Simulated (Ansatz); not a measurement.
# Mo (sc type): how the settings move a single-point run

How sensitive is a single-point run of Mo (sc type) to its settings? A reference run comes first, then one run with altered input.

Computed with Ansatz 0.2.0 (reference: DFT, PBEsol, PAW with other files of Ansatz's library (core large), scalar-relativistic, unless a step's input says otherwise).

2 further runs of the same task are left out: 2 that didn't finish. Runs told in other sessions of the task aren't counted.

### Step 1. The structure to begin with

It takes space group Pm-3m (No. 221, cubic). The conventional cell has a = 1.941 Å, b = 1.941 Å, c = 1.941 Å, α = 90.00°, β = 90.00°, γ = 90.00°. Mo (site symmetry m-3m) has 6 Mo at 1.94 Å in its first shell of neighbours.

Structure file:

```
Mo
1.0
     1.94075    0.00000    0.00000
     0.00000    1.94075    0.00000
     0.00000    0.00000    1.94075
Mo
1
Direct
  0.00000 0.00000 0.00000
```

### Step 2. Reference

input.yaml

```yaml
crystal:
  lattice:
    - [1.9407530043, 0.0, 0.0]
    - [0.0, 1.9407530043, 0.0]
    - [0.0, 0.0, 1.9407530043]
  atoms:
    - { symbol: Mo, position: [0.0, 0.0, 0.0] }
kpoints:
  mp_grid: { grid: [15, 15, 15] }
scf:
  occupations: { method: fermi_dirac, width: 0.1 }
hamiltonian:
  xc: pbesol
  pseudopotentials: { kind: paw, core: large }
output:
  forces: true
  stress: true
  eigenvalues: true
```

The run is started by

```console
$ ansatz run input.yaml --threads 1 --pin off --max-ram 2048MiB --backend cpu --events-out ev --progress --plain --runs-dir out
```

### Step 3. Changed: scf.algorithm density_mixing

input.yaml, as its differences from that of step 2:

```diff
@@ -11,2 +11,3 @@
   occupations: { method: fermi_dirac, width: 0.1 }
+  algorithm: density_mixing
 hamiltonian:
```

Before running it: what results should come out? Wanted: for each run, ending; energy change; pressure; gap; force.

As calculated:

| run | ending | energy change | pressure (GPa) | gap (eV) | force (eV/Å) | cycles | time |
| --- | --- | --- | --- | --- | --- | --- | --- |
| reference | converged | 0 | 983.6 | 0.00 | 0.00 | 6 | 1.4 s |
| 1: scf.algorithm density_mixing | converged | 0.0 meV/atom | 983.6 | 0.00 | 0.00 | 6 | 1.4 s |

Residual by cycle in the longest SCF loop of each run; runs are numbered as in the table. The quantity is the density residual dr2, in eV.

| cycle | reference | run 1 |
| --- | --- | --- |
| 1 | 13.4 | 13.4 |
| 2 | 0.936 | 0.936 |
| 3 | 0.0332 | 0.0332 |
| 4 | 5.8e-5 | 5.8e-5 |
| 5 | 4.5e-7 | 4.5e-7 |
| 6 | 3.3e-9 | 3.3e-9 |

What this shows: Energy and cycle count are those of the reference, so the change (solver) left the result and the number of cycles as they were. The structure is not at rest: the sound run finds 984 GPa, so these are no properties of the relaxed crystal. 
